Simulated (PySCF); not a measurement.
# C₃H₅AlCl₂: electronic excitations and core binding energies

Wanted: the electronic excitations and core binding energies of C₃H₅AlCl₂ (`[Cl][Al]([Cl])[CH]1CC1`), by calculation.

Computed with PySCF 2.14.0, with density-fitted response routines of our own, on a single molecule in the gas phase. Atoms count from 0, in the outputs and in this text.

### Step 1. The molecule as given

11 atoms, charge 0, multiplicity 1; geometry from: GFN2-xTB.

Bonds of the start (Å): Cl0–Al1 2.03, Al1–Cl2 2.03, Al1–C3 1.98, C3–C4 1.52, C4–C5 1.48, C5–C3 1.52, C3–H6 1.09, C4–H7 1.08, C4–H8 1.08, C5–H9 1.08, C5–H10 1.08.

### Step 2. Ultraviolet spectrum: B3LYP/def2-SVPD

What the job is given:

```
{"job": {"kind": "uv", "xc": "B3LYP", "basis": "def2-SVPD", "nstates": 8, "ntriplets": 3}, "charge": 0, "multiplicity": 1}
Cl     3.140901     1.884559     0.175540
Al     1.793427     0.436316    -0.286063
Cl     2.366737    -1.155707    -1.413959
C     -0.082107     0.536998     0.343019
C     -0.814709    -0.745813     0.691673
C     -1.188616    -0.009113    -0.540242
H     -0.382503     1.392982     0.946240
H     -0.290301    -1.684855     0.577029
H     -1.491502    -0.728534     1.533538
H     -0.918242    -0.448547    -1.490771
H     -2.127660     0.524383    -0.561968
```

With the program's defaults for keys left out, this is: TDDFT B3LYP/def2-SVPD, vertical, gas phase, core orbitals frozen in the response.

Run with:

```bash
> OMP_NUM_THREADS=1 python probes_run.py task.json out
```

This one command runs all jobs of the session in turn.

Log:

```text
coarse grid: 11232 points
cycle   1  E = -1279.6841592809  dE =  6.011e-01  |g| = 4.581e-01  |ddm| = 5.167e+00
cycle   2  E = -1279.6474290008  dE =  3.673e-02  |g| = 5.939e-01  |ddm| = 1.811e+00
cycle   3  E = -1279.7449622855  dE = -9.753e-02  |g| = 5.878e-02  |ddm| = 9.663e-01
cycle   4  E = -1279.7457637687  dE = -8.015e-04  |g| = 2.046e-02  |ddm| = 1.450e-01
cycle   5  E = -1279.7458641513  dE = -1.004e-04  |g| = 6.360e-03  |ddm| = 4.039e-02
cycle   6  E = -1279.7458754209  dE = -1.127e-05  |g| = 1.765e-03  |ddm| = 1.372e-02
cycle   7  E = -1279.7458762497  dE = -8.288e-07  |g| = 3.980e-04  |ddm| = 3.777e-03
final grid: 95872 points
cycle   8  E = -1279.8932105802  dE = -2.737e-05  |g| = 4.768e-03  |ddm| = 1.162e-01
cycle   9  E = -1279.8932043926  dE =  6.188e-06  |g| = 6.734e-03  |ddm| = 1.526e-02
cycle  10  E = -1279.8932167204  dE = -1.233e-05  |g| = 3.634e-04  |ddm| = 8.762e-03
cycle  11  E = -1279.8932167468  dE = -2.638e-08  |g| = 1.666e-04  |ddm| = 8.209e-04
cycle  12  E = -1279.8932167536  dE = -6.807e-09  |g| = 3.860e-05  |ddm| = 3.345e-04
cycle  13  E = -1279.8932167540  dE = -3.715e-10  |g| = 9.246e-06  |ddm| = 8.817e-05
converged SCF energy = -1279.8932167540

Static polarisability (au): isotropic 83.423, principal 69.605 82.354 98.312

Singlet excitations
state   eV       nm        f      main configurations
  1   5.8682    211.3   0.00351   H->L 0.99
  2   6.1805    200.6   0.06768   H->L+1 0.95
  3   6.6506    186.4   0.00706   H-1->L+1 0.92
  4   6.6603    186.2   0.12466   H-1->L 0.88
  5   6.9041    179.6   0.00015   H-2->L 0.89, H-3->L 0.10
  6   7.1269    174.0   0.00017   H-3->L 0.89, H-2->L 0.10
  7   7.1584    173.2   0.02908   H-2->L+1 0.81, H-3->L+1 0.12
  8   7.3814    168.0   0.03876   H-3->L+1 0.67, H-2->L+1 0.15, H-4->L 0.12

Triplet excitations (Tamm-Dancoff, eV): 5.5174 5.7589 6.2367
```

Run time: 57 s. Hardware: 1 thread of Intel Xeon at 2.50GHz, shared host; peak memory 0.71 GiB.

Frontier orbitals and where they lie:

```tsv
orbital	eV	atoms
HOMO−3	-9.18	Cl0 35 %, C5 13 %, C4 13 %
HOMO−2	-9.03	Cl2 43 %, Cl0 19 %, C3 12 %
HOMO−1	-8.49	C3 40 %, C4 21 %, C5 21 %
HOMO	-7.89	C3 28 %, C4 19 %, C5 19 %
LUMO	-1.01	Al1 46 %, Cl0 18 %, Cl2 17 %
LUMO+1	-0.91	Al1 56 %, Cl0 15 %, Cl2 14 %
LUMO+2	0.61	C5 14 %, C4 14 %, H10 12 %
```

With each of the 8 states as a Gaussian band of 0.4 eV half-width at 1/e, the curve within the window shown has maxima at 187 nm (ε 6,300) L/(mol cm). Beyond the last state computed it falls off for lack of states. The curve at chosen wavelengths:

```
 nm  ε (L/mol/cm)
161          1116
164          1853
167          2536
170          3052
173          3507
176          4105
179          4903
181          5459
184          6109
187          6344
190          6144
193          5650
196          5025
199          4360
202          3680
205          2993
208          2325
211          1714
214          1198
216           917
219           590
222           363
225           214
228           122
231            68
234            37
```

Ground-state properties from the same run:

```tsv
property	computed
dipole moment (D)	1.75
polarisability (Å³)	12.36
HOMO–LUMO gap (eV)	6.88
−ε(HOMO) (eV)	7.89
```

### Step 3. X-ray photoelectron lines: SCAN, X2C

Settings changed since step 2:

```diff
@@ -1,2 +1,2 @@
-{"job": {"kind": "uv", "xc": "B3LYP", "basis": "def2-SVPD", "nstates": 8, "ntriplets": 3}, "charge": 0, "multiplicity": 1}
+{"job": {"kind": "xps"}, "charge": 0, "multiplicity": 1}
 Cl     3.140901     1.884559     0.175540
```

Level: delta-SCF UKS SCAN, pcX-2 on the ionised atom, pcseg-1 elsewhere, spin-free X2C.

Log:

```text
ground state, core basis on atom 0 (Cl), 163 functions
  cycle   1  E = -1283.30637934  |g| = 5.43e-01
  cycle   2  E = -1283.22373028  |g| = 7.78e-01
  cycle   3  E = -1283.38687620  |g| = 8.06e-02
  cycle   4  E = -1283.38835945  |g| = 3.77e-02
  cycle   5  E = -1283.38865054  |g| = 7.95e-03
  cycle   6  E = -1283.38865957  |g| = 4.55e-03
  cycle   7  E = -1283.38866471  |g| = 6.96e-04
  cycle   8  E = -1283.38866433  |g| = 3.61e-04
  E(ground) = -1283.41794136 Eh
hole in Cl 1s of atom 0
  cycle   1  E = -1178.18747781  |g| = 5.47e+00
  cycle   2  E = -1178.66056577  |g| = 2.14e+00
  cycle   3  E = -1179.15089418  |g| = 7.45e-01
  cycle   4  E = -1179.35645955  |g| = 3.58e-01
  cycle   5  E = -1179.42304980  |g| = 1.29e-01
  cycle   6  E = -1179.43146511  |g| = 3.06e-02
  cycle   7  E = -1179.43177326  |g| = 1.88e-02
  cycle   8  E = -1179.43198636  |g| = 5.06e-03
  cycle   9  E = -1179.43199919  |g| = 1.11e-03
  cycle  10  E = -1179.43199990  |g| = 2.47e-04
  E(ion) = -1179.46994957 Eh   <S^2> = 0.7519   hole on atom = 1.000   binding energy = 2828.569 eV
hole in Cl 2p of atom 0
  cycle   1  E = -1275.32372008  |g| = 1.70e+00
  cycle   2  E = -1275.32768745  |g| = 1.24e+00
  cycle   3  E = -1275.72076622  |g| = 3.21e-01
  cycle   4  E = -1275.76760772  |g| = 1.86e-01
  cycle   5  E = -1275.78683407  |g| = 3.60e-02
  cycle   6  E = -1275.78732037  |g| = 1.79e-02
  cycle   7  E = -1275.78751979  |g| = 5.07e-03
  cycle   8  E = -1275.78753073  |g| = 1.86e-03
  cycle   9  E = -1275.78753387  |g| = 2.59e-04
  E(ion) = -1275.82649521 Eh   <S^2> = 0.7518   hole on atom = 1.001   binding energy = 206.574 eV
  2p3/2 = 205.987 eV   2p1/2 = 207.640 eV
ground state, core basis on atom 1 (Al), 163 functions
  cycle   1  E = -1283.27814182  |g| = 2.42e-01
  cycle   2  E = -1283.27814573  |g| = 5.03e-02
  cycle   3  E = -1283.27804863  |g| = 4.38e-02
  cycle   4  E = -1283.27846593  |g| = 9.63e-03
  cycle   5  E = -1283.27848966  |g| = 1.51e-03
  cycle   6  E = -1283.27849315  |g| = 1.64e-04
  E(ground) = -1283.28937845 Eh
hole in Al 1s of atom 1
  cycle   1  E = -1224.64497523  |g| = 3.98e+00
  cycle   2  E = -1224.26585994  |g| = 2.28e+00
  cycle   3  E = -1224.90491939  |g| = 1.04e+00
  cycle   4  E = -1225.59320779  |g| = 3.30e-01
  cycle   5  E = -1225.65235006  |g| = 7.05e-02
  cycle   6  E = -1225.65395864  |g| = 4.49e-02
  cycle   7  E = -1225.65499306  |g| = 1.44e-02
  cycle   8  E = -1225.65509231  |g| = 4.60e-03
  cycle   9  E = -1225.65510292  |g| = 2.00e-03
  cycle  10  E = -1225.65510376  |g| = 4.77e-04
  E(ion) = -1225.66663554 Eh   <S^2> = 0.7522   hole on atom = 1.000   binding energy = 1567.995 eV
hole in Al 2p of atom 1
  cycle   1  E = -1279.98225267  |g| = 1.08e+00
  cycle   2  E = -1279.55859631  |g| = 1.25e+00
  cycle   3  E = -1280.14966895  |g| = 4.26e-01
  cycle   4  E = -1280.26581087  |g| = 9.07e-02
  cycle   5  E = -1280.26877361  |g| = 4.12e-02
  cycle   6  E = -1280.26952780  |g| = 1.75e-02
  cycle   7  E = -1280.26970621  |g| = 7.02e-03
  cycle   8  E = -1280.26973662  |g| = 2.14e-03
  cycle   9  E = -1280.26974138  |g| = 4.98e-04
  E(ion) = -1280.28536718 Eh   <S^2> = 0.7532   hole on atom = 1.004   binding energy = 81.743 eV
  2p3/2 = 81.345 eV   2p1/2 = 81.868 eV
ground state, core basis on atom 3 (C), 152 functions
  cycle   1  E = -1283.20503175  |g| = 5.87e-02
  cycle   2  E = -1283.20502602  |g| = 1.87e-02
  cycle   3  E = -1283.20502752  |g| = 1.84e-02
  cycle   4  E = -1283.20512070  |g| = 1.85e-03
  cycle   5  E = -1283.20512010  |g| = 7.02e-04
  cycle   6  E = -1283.20512234  |g| = 7.04e-05
  E(ground) = -1283.25197920 Eh
hole in C 1s of atom 3
  cycle   1  E = -1271.95395411  |g| = 1.52e+00
  cycle   2  E = -1271.02938062  |g| = 1.99e+00
  cycle   3  E = -1272.47778886  |g| = 3.77e-01
  cycle   4  E = -1272.52788866  |g| = 1.61e-01
  cycle   5  E = -1272.54126183  |g| = 5.13e-02
  cycle   6  E = -1272.54265112  |g| = 7.93e-03
  cycle   7  E = -1272.54269232  |g| = 5.39e-03
  cycle   8  E = -1272.54271016  |g| = 2.19e-03
  cycle   9  E = -1272.54271856  |g| = 9.58e-04
  cycle  10  E = -1272.54271687  |g| = 2.13e-04
  E(ion) = -1272.58749778 Eh   <S^2> = 0.7729   hole on atom = 1.000   binding energy = 290.195 eV
ground state, core basis on atom 4 (C), 152 functions
  cycle   1  E = -1283.20386012  |g| = 5.69e-02
  cycle   2  E = -1283.20381093  |g| = 1.98e-02
  cycle   3  E = -1283.20376521  |g| = 2.37e-02
  cycle   4  E = -1283.20390876  |g| = 1.00e-03
  cycle   5  E = -1283.20390920  |g| = 4.07e-04
  E(ground) = -1283.25085199 Eh
hole in C 1s of atom 4
  cycle   1  E = -1271.94658939  |g| = 1.51e+00
  cycle   2  E = -1271.20559925  |g| = 1.88e+00
  cycle   3  E = -1272.47020749  |g| = 3.40e-01
  cycle   4  E = -1272.51468524  |g| = 9.38e-02
  cycle   5  E = -1272.51784075  |g| = 4.10e-02
  cycle   6  E = -1272.51869033  |g| = 1.05e-02
  cycle   7  E = -1272.51875006  |g| = 4.60e-03
  cycle   8  E = -1272.51876382  |g| = 2.35e-03
  cycle   9  E = -1272.51876996  |g| = 1.17e-03
  cycle  10  E = -1272.51876921  |g| = 3.37e-04
  E(ion) = -1272.56384929 Eh   <S^2> = 0.7708   hole on atom = 1.000   binding energy = 290.808 eV
```

Wall time 2.5 min (1 thread of Intel Xeon at 2.50GHz, shared host); peak memory 0.59 GiB.

Binding energies by hole, beside the orbital energy of the ground state; the difference holds orbital relaxation and, for a density functional, its self-interaction error:

```tsv
hole	stands for	environment	ΔSCF (eV; 2p as the shell's mean)	−ε (eV)	⟨S²⟩
Cl1s on Cl0	Cl0, Cl2	chlorine bonded to Al	2828.57	2763.6	0.752
Cl2p on Cl0	Cl0, Cl2	chlorine bonded to Al	206.54	193.5	0.752
Al1s on Al1	Al1	aluminium bonded to C, 2 Cl	1567.99	1519.4	0.752
Al2p on Al1	Al1	aluminium bonded to C, 2 Cl	81.52	71.9	0.753
C1s on C3	C3	three-membered-ring carbon	290.20	273.8	0.773
C1s on C4	C4, C5	three-membered-ring carbon	290.81	274.0	0.771
```

Each hole run stands for the others of its class of like atoms.

With the spin-orbit splitting: Cl0 2p3/2 205.99, 2p1/2 207.64 eV; Al1 2p3/2 81.35, 2p1/2 81.87 eV. The table gives each 2p level as the mean over the whole 2p shell (two parts 2p3/2, one part 2p1/2), which differs a little from the single hole in the log.

### Step 4. Summary of results

| quantity | value |
| --- | --- |
| lowest singlet (B3LYP/def2-SVPD) | 5.87 eV (211 nm), f = 0.004 |
| brightest single state of those computed | state 4, 6.66 eV, f = 0.125 |
| lowest triplet | 5.52 eV |
| C1s binding energies, SCAN/pcX-2 | C4 290.81, C3 290.20 eV |
| Cl1s binding energies, SCAN/pcX-2 | Cl0 2828.57 eV |
| Cl2p binding energies, SCAN/pcX-2 | Cl0 206.54 eV |
| Al1s binding energies, SCAN/pcX-2 | Al1 1567.99 eV |
| Al2p binding energies, SCAN/pcX-2 | Al1 81.52 eV |

What this shows: The first singlet state (HOMO→LUMO 0.99) lies at 5.87 eV and is weak; of the 8 states computed, the strongest absorption comes from state 4 at 6.66 eV. The lowest triplet lies 0.35 eV below the lowest singlet (triplets in Tamm-Dancoff, singlets in full TDDFT). C4 (three-membered-ring carbon) binds its C1s electron 0.61 eV more tightly than C3 (three-membered-ring carbon).
